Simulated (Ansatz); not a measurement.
An input for Ansatz 0.2.0 (HfB):

Contents of input.yaml:

```yaml
crystal:
  lattice:
    - [0.0, 2.31, 2.31]
    - [2.31, 0.0, 2.31]
    - [2.31, 2.31, 0.0]
  atoms:
    - { symbol: Hf, position: [0.5, 0.5, 0.5] }
    - { symbol: B, position: [0.0, 0.0, 0.0] }
kpoints:
  mp_grid: { grid: [10, 10, 10] }
scf:
  occupations: { method: gaussian, width: 0.025 }
  mixing: { preconditioner: resta }
hamiltonian:
  xc: pbe
  pseudopotentials: { kind: all_electron, datasets: crystal }
output: {}
dielectric: {}
```

Potentials or basis: all-electron PAW datasets made for the crystal.

The run is started by

```bash
$ ansatz run input.yaml --threads 1 --pin off --max-ram 2560MiB --backend cpu --events-out ev --progress --plain --runs-dir out
```

Problem. How does this run end?

Solution. The run stopped without a result. It printed:

Output:

```text
Error: inconsistent input (total_charge, dielectric): the neutral cell has an odd electron count (29.000), which no filling of whole bands holds here — the response to a homogeneous field is an insulator's; give the cell's own charge, if that leaves an even count, or remove dielectric
```
